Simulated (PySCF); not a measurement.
# Al3N: relaxation and vibrations of the singlet

The task is one start of a wider search on Al3N: the singlet, from a trigonal planar start. It is relaxed, tested by its Hessian and followed downhill if it is a saddle.

Method: PBE0, basis N def2-TZVP, Al def2-TZVP, no relativity, density fitting; program: PySCF 2.14.0.

## 1. Where the work starts

4 atoms, charge 0, spin multiplicity 1.

Bond lengths: N1–Al2 1.970 Å, N1–Al3 1.970 Å, N1–Al4 1.970 Å. Angles: Al2–N1–Al3 120.0°, Al2–N1–Al4 120.0°, Al3–N1–Al4 120.0°.

```xyz
4
charge 0 multiplicity 1
N     0.0000    0.0000    0.0000
Al    1.9700    0.0000    0.0000
Al   -0.9850    1.7061    0.0000
Al   -0.9850   -1.7061    0.0000
```

## 2. The SCF at the typed geometry

The steps below are one call of a driver around PySCF. For each, scf.py gives the equivalent set-up of the SCF; relaxations use the driver's own optimiser. After this first run the driver tries any further starts and a stability analysis.

Contents of scf.py:

```python
from pyscf import gto, scf, dft
mol = gto.M(atom='''
N      0.000000     0.000000     0.000000
Al     1.970000     0.000000     0.000000
Al    -0.985000     1.706100     0.000000
Al    -0.985000    -1.706100     0.000000''',
    basis={'N': 'def2-TZVP', 'Al': 'def2-TZVP'},
    charge=0, spin=0)
mf = dft.RKS(mol, xc='PBE0')
mf.grids.atom_grid = (50, 194)
aux = {'N': 'def2-universal-JKFIT', 'Al': 'def2-universal-JKFIT'}
mf = mf.density_fit(auxbasis=aux)
mf.conv_tol = 1e-08
mf.diis_space = 10
mf.max_cycle = 60
mf.init_guess = 'minao'
mf.verbose = 4
mf.kernel()
```

The run is started by

```
OMP_NUM_THREADS=2 python axn.py task.json out
```

Log:

```text
init E= -781.56762519889
  HOMO = -0.215588038119434  LUMO = -0.0817914454220419  gap/eV = 3.64079
cycle= 1 E= -781.538311258917  delta_E= 0.0293  |g|= 0.792  |ddm|= 1.54
  HOMO = -0.109446173731194  LUMO = -0.0268719613502075  gap/eV = 2.24696
cycle= 2 E= -780.113537691771  delta_E= 1.42  |g|= 2.13  |ddm|= 1.71
  HOMO = -0.224741646494826  LUMO = -0.0758696593954051  gap/eV = 4.05101
cycle= 3 E= -781.69320933724  delta_E= -1.58  |g|= 0.13  |ddm|= 1.41
  HOMO = -0.213165821270788  LUMO = -0.0622490875688913  gap/eV = 4.10665
cycle= 4 E= -781.698503413543  delta_E= -0.00529  |g|= 0.0341  |ddm|= 0.179
  HOMO = -0.21585561536449  LUMO = -0.0646311898862802  gap/eV = 4.11503
cycle= 5 E= -781.698649899969  delta_E= -0.000146  |g|= 0.0026  |ddm|= 0.0227
  HOMO = -0.216339150209298  LUMO = -0.0651399283639141  gap/eV = 4.11434
cycle= 6 E= -781.698651849761  delta_E= -1.95e-06  |g|= 0.000519  |ddm|= 0.00368
  HOMO = -0.216329966490951  LUMO = -0.0651097573604799  gap/eV = 4.11491
cycle= 7 E= -781.698651993702  delta_E= -1.44e-07  |g|= 8.75e-05  |ddm|= 0.0011
  HOMO = -0.21632312557839  LUMO = -0.0651083346397769  gap/eV = 4.11476
cycle= 8 E= -781.69865199937  delta_E= -5.67e-09  |g|= 1.27e-05  |ddm|= 0.000211
  HOMO = -0.216323922048737  LUMO = -0.0651089111863173  gap/eV = 4.11477
Extra cycle  E= -781.698651999373  delta_E= -2.84e-12  |g|= 2.15e-05  |ddm|= 3.07e-05
converged SCF energy = -781.698651999373
```

This step, with its further starts and checks, took 8.5 s on 2 threads of Intel Xeon Platinum 8488C (Sapphire Rapids), shared host.

The test of internal stability found no lower closed-shell solution.

## 3. Relaxing the singlet from the trigonal planar start

The program finds D3h symmetry in the start, which this walk keeps.

Changes to scf.py since step 2:

```diff
@@ -4,3 +4,3 @@
-Al     1.970000     0.000000     0.000000
-Al    -0.985000     1.706100     0.000000
-Al    -0.985000    -1.706100     0.000000''',
+Al     1.970017     0.000000     0.000000
+Al    -0.985009     1.706085     0.000000
+Al    -0.985009    -1.706085     0.000000''',
@@ -16 +15,0 @@
-mf.init_guess = 'minao'
```

Energy and gradient, step by step:

```tsv
step	energy (Eh)	change (kJ/mol)	largest symmetric gradient (Eh/bohr)
0	-781.698652	0.00	0.03863
1	-781.710912	-32.19	0.02330
2	-781.715607	-44.51	0.00814
3	-781.716065	-45.72	0.00133
4	-781.716078	-45.75	0.00007
```

The walk took 16 s.

Positions (Å) and forces (eV/Å) along the way:

```
step 0
N    0.000   0.000   0.000   0.000   0.000   0.000
Al   1.970   0.000   0.000  -1.986   0.000   0.000
Al  -0.985   1.706   0.000   0.993  -1.720   0.000
Al  -0.985  -1.706   0.000   0.993   1.720   0.000
step 1
N    0.000   0.000   0.000   0.000   0.000   0.000
Al   1.901   0.000   0.000  -1.198   0.000   0.000
Al  -0.951   1.646   0.000   0.599  -1.038   0.000
Al  -0.951  -1.646   0.000   0.599   1.038   0.000
step 2
N    0.000   0.000   0.000   0.002   0.000   0.000
Al   1.806   0.000   0.000   0.418   0.000   0.000
Al  -0.903   1.564   0.000  -0.210   0.362   0.000
Al  -0.903  -1.564   0.000  -0.210  -0.362   0.000
step 3
N    0.000   0.000   0.000   0.002   0.000   0.000
Al   1.831   0.000   0.000  -0.069   0.000   0.000
Al  -0.915   1.586   0.000   0.033  -0.060   0.000
Al  -0.915  -1.586   0.000   0.033   0.060   0.000
step 4
N    0.000   0.000   0.000   0.002   0.000   0.000
Al   1.827   0.000   0.000  -0.004   0.000   0.000
Al  -0.914   1.583   0.000   0.001  -0.003   0.000
Al  -0.914  -1.583   0.000   0.001   0.003   0.000
```

End point (D3h, 4 steps, 45.8 kJ/mol gained): N–Al 1.827 Å (×3); Al–N–Al 120.0° (×3).

## 4. Is it a minimum? Harmonic modes

The point is checked on the finer grid, and tightened if its gradient asks for it. The Hessian and the dipole derivatives come from central differences of analytic gradients, with steps of 0.02 bohr.

Changes to scf.py since step 3:

```diff
@@ -3,4 +3,4 @@
-N      0.000000     0.000000     0.000000
-Al     1.970017     0.000000     0.000000
-Al    -0.985009     1.706085     0.000000
-Al    -0.985009    -1.706085     0.000000''',
+N     -0.000000    -0.000000     0.000000
+Al     1.827326     0.000000     0.000000
+Al    -0.913663     1.582511     0.000000
+Al    -0.913663    -1.582511     0.000000''',
@@ -10 +10 @@
-mf.grids.atom_grid = (50, 194)
+mf.grids.atom_grid = (75, 302)
@@ -13 +13 @@
-mf.conv_tol = 1e-08
+mf.conv_tol = 1e-10
```

This SCF starts from the last density.

SCF at the final geometry:

```text
init E= -781.71607595404
  HOMO = -0.217568466724855  LUMO = -0.0679413445320239  gap/eV = 4.07156
cycle= 1 E= -781.71607595404  delta_E= -2.27e-13  |g|= 2.73e-06  |ddm|= 2.09e-06
  HOMO = -0.217568198143189  LUMO = -0.0679411809533101  gap/eV = 4.07156
Extra cycle  E= -781.716075954033  delta_E= 6.82e-12  |g|= 6.16e-06  |ddm|= 4.78e-06
converged SCF energy = -781.716075954033
```

The whole step took 43 s.

Geometry: D3h; N–Al 1.827 Å (×3); Al–N–Al 120.0° (×3).

Harmonic modes (main isotopes):

| symmetry | ω (cm⁻¹) | IR (km/mol) |
| --- | --- | --- |
| e' | 143 | 6.9 |
| a2'' | 195 | 0.6 |
| a1' | 440 | 0.0 |
| e' | 777 | 597 |

No imaginary mode, so this is a minimum.

Constants and moments:

- Dipole moment: 0.00 D
- Highest occupied level: -5.92 eV
- Lowest empty level: -1.85 eV
- Rotational constants: 0.1247, 0.1247, 0.06237 cm⁻¹
- Zero-point energy: 14.8 kJ/mol
- Principal polarisabilities: 107.4, 133.3, 133.3 bohr³
- Atomisation energy without zero-point energy: 1117 kJ/mol
- Principal traceless quadrupole moments about the centre of mass: -3.54, -3.54, 7.08 D Å
- Entropy at 298.15 K and 1 bar: 300.9 J/(mol K)
- Heat capacity Cp at 298.15 K: 68.5 J/(mol K)
- Enthalpy at 298.15 K above 0 K: 16.01 kJ/mol
- Rotational symmetry number: 6

Populations by atom (charges in e):

```
   atom  Mulliken  Löwdin  polar tensor  Mayer order to N1
     N1     -0.33   -0.19         -1.12                  –
Al2,3,4      0.11    0.06          0.37               1.07
```

Mulliken populations on N1: s 3.47, p 3.85, d 0.01, f 0.00.

## 5. Real-space pictures of the lowest minimum

The plane holds N1 at (0.00, 0.00), Al2 at (1.83, 0.00), Al3 at (-0.91, 1.58), Al4 at (-0.91, -1.58) Å. Columns run from x = -2.85 to 4.05 Å, rows from y = 3.75 (top) to -3.45 Å, in steps of 0.3 Å.

Density (cut at 5 e/Å³):

Ten steps from '0' (0.000 e/Å³) to '9' (5.000 e/Å³), finer at the low end (step k begins (100^(k/10) - 1)/99 of the way up):
```
000000000000000000000000
000001110000000000000000
000111111100000000000000
001122222110000000000000
011233333211000000000000
012334554321000000000000
012347996321100000000000
012349999422111111100000
012348998432211122111000
011234775544322222221100
001123456665433443322100
000123457887545896432100
000112468998658999432110
000112468998658999432110
000123457887545896432100
001123456665433443322100
011234775544322222221100
012348998432211122111000
012349999422111111100000
012347996321100000000000
012334554321000000000000
011233333211000000000000
001122222110000000000000
000111111100000000000000
000001110000000000000000
```

ELF (0 where the density is under 0.005 e/Å³):

Ten even steps from '0' (0.00) to '9' (1.00):
```
008999999980000000000000
089999999997000000000000
899999999998400000000000
999999999998400000000000
999998668997200000000000
999971001475100013550000
999912882032100147898600
999707456012101379999970
999706884033212489999990
888610320466532258999998
355421127887630001899999
011123578778820661299999
000014687117814877089999
000014687117814877089999
011123578778820661299999
355421127887630001899999
888610320466532258999998
999706884033212489999990
999707456012101379999970
999912882032100147898600
999971001475100013550000
999998668997200000000000
999999999998400000000000
899999999998400000000000
089999999997000000000000
```

Highest occupied orbital at -5.92 eV (sign arbitrary; one member if degenerate):

Ten even steps from '0' (-0.57 Å^-3/2) to '9' (0.44 Å^-3/2):
```
555555555555555555555555
555555555555555555555555
555544444555555555555555
555444444445555555555555
554444444445555555555555
554444444445555556665555
554444664445555666666655
554445875445555666666665
554445555545556667766666
555555565554556677777666
555555666544456678877666
555556678743345667887766
555566789911345505887766
555566789911345505887766
555556678743345667887766
555555666544456678877666
555555565554556677777666
554445555545556667766666
554445875445555666666665
554444664445555666666655
554444444445555556665555
554444444445555555555555
555444444445555555555555
555544444555555555555555
555555555555555555555555
```

Along N1–Al2 (1.827 Å) the density is least, 0.60 e/Å³, about 1.10 Å from N1; ELF there is 0.08.

Values on the line from N1 (at 0) through Al2 (at 1.827 Å):

```tsv
distance (Å)	density (e/Å³)	ELF	electrostatic potential (V)
-0.64	1.49	0.833	15.8
-0.46	2.71	0.723	44.4
-0.27	4.89	0.105	137
-0.09	130	0.997	723
0.18	15.6	0.349	269
0.37	3.57	0.455	76.8
0.55	2.17	0.844	27.8
0.73	1.23	0.853	14.4
0.91	0.732	0.599	15.1
1.10	0.603	0.0812	24.8
1.28	1.58	0.249	46.6
1.46	9.96	0.84	107
1.64	51.7	0.647	419
1.92	169	0.302	1.25e+03
2.10	24.9	0.866	191
2.28	3.82	0.676	67.2
2.47	0.699	0.0945	33.2
2.65	0.313	0.15	18
2.83	0.231	0.781	9.72
```

Making the fields took 1.3 s.

## 6. Summary of results

```
                                 quantity                                      value
                                  minimum                               singlet, D3h
                                 geometry     N–Al 1.827 Å (×3); Al–N–Al 120.0° (×3)
                       wavenumbers (cm⁻¹)  143 (e'), 195 (a2''), 440 (a1'), 777 (e')
                            dipole moment                                     0.00 D
     highest occupied, lowest empty level                            -5.92, -1.85 eV
                polar-tensor charge of N1                                    -1.12 e
                        zero-point energy                                14.8 kJ/mol
                      entropy at 298.15 K                            300.9 J/(mol K)
atomisation energy (no zero-point energy)                                1117 kJ/mol
```

What this shows: The trigonal planar start keeps its D3h symmetry and ends in a minimum. In the infrared the band at 777 cm⁻¹ (e') leads. The dipole vanishes although N1 carries -1.1 e by the polar tensor: the bond dipoles cancel. Other starts or spin states, not run here, may lie lower.

The search up to here took 68 s on 2 threads of Intel Xeon Platinum 8488C (Sapphire Rapids), shared host.
